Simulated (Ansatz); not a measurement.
# B2FH3O2: small, medium and large basis sets

An exercise on one series of results from a longer session: the logs are not shown, and one member is left open.

Method: one geometry, several basis sets; program: Ansatz 0.2.0, Gaussian basis.

Plan: PBE0-D4/def2-SVP; ωB97M-V/def2-SVP; PBE0-D4/def2-QZVPP; ωB97M-V/def2-QZVPP; the functionals' def2-TZVPP values are taken from earlier runs.

### The relaxed structure

All runs share one geometry, relaxed beforehand with PBE0-D4 in a triple-zeta def2 set.

8 atoms, charge 0, spin multiplicity 1.

Atoms are counted from 1 here; the program's logs count them from 0.

Bond lengths: O1–B2 1.352 Å, O1–H6 0.959 Å, B2–O3 1.365 Å, B2–H7 1.197 Å, O3–B4 1.345 Å, B4–F5 1.327 Å, B4–H8 1.193 Å. Angles: B2–O1–H6 113.1°, O1–B2–O3 118.5°, O1–B2–H7 122.4°, O3–B2–H7 119.0°, B2–O3–B4 136.5°, O3–B4–F5 120.1°, O3–B4–H8 120.8°, F5–B4–H8 119.0°.

Coordinates:

```
O     1.1005    0.9107    0.7909
B    -0.2096    0.5779    0.7645
O    -0.5817   -0.5511    0.0938
B    -0.2525   -1.1511   -1.0641
F     0.2414   -0.4368   -2.0669
H     1.2776    1.7002    1.3061
H    -1.0447    1.2120    1.3425
H    -0.4387   -2.3188   -1.2224
```

Set-up of the first run:

File in.yaml:

```yaml
crystal:
  periodic: [false, false, false]
  atoms:
    - {symbol: O, position_ang: [1.100492, 0.910686, 0.790895]}
    - {symbol: B, position_ang: [-0.209591, 0.577856, 0.764466]}
    - {symbol: O, position_ang: [-0.581673, -0.551140, 0.093751]}
    - {symbol: B, position_ang: [-0.252533, -1.151089, -1.064105]}
    - {symbol: F, position_ang: [0.241385, -0.436815, -2.066851]}
    - {symbol: H, position_ang: [1.277635, 1.700161, 1.306088]}
    - {symbol: H, position_ang: [-1.044664, 1.212017, 1.342469]}
    - {symbol: H, position_ang: [-0.438750, -2.318775, -1.222414]}
basis:
  gaussian: {orbitals: def2-SVP}
hamiltonian: {xc: pbe0, dispersion: d4}
output: {orbitals: {seedname: orbitals}}
```

On the command line:

```bash
$ ansatz run in.yaml --threads 2 --pin off --events-out ev --progress --plain --max-ram 4352MiB
```

Among the steps run: PBE0-D4 in def2-SVP; ωB97M-V in def2-SVP; PBE0-D4 in def2-QZVPP; ωB97M-V in def2-QZVPP.

One of the session's tables, all rows but one given; the rest of the session is left out.

It belongs to the step «Functionals by basis». 

| functional | basis | HOMO (eV) | LUMO (eV) |
| --- | --- | --- | --- |
| PBE0-D4 | def2-SVP | -9.43 | 0.10 |
| PBE0-D4 | def2-TZVPP | -9.55 | -0.12 |
| PBE0-D4 | def2-QZVPP | ? | ? |
| ωB97M-V | def2-SVP | -11.77 | 2.26 |
| ωB97M-V | def2-TZVPP | -11.93 | 1.83 |
| ωB97M-V | def2-QZVPP | -11.96 | 1.42 |

**Question.** Estimate the row for PBE0-D4, def2-QZVPP.

The run gave: HOMO (eV): -9.57; LUMO (eV): -0.19. In the column «HOMO (eV)» it lies between ωB97M-V, def2-SVP (-11.77) and PBE0-D4, def2-TZVPP (-9.55).
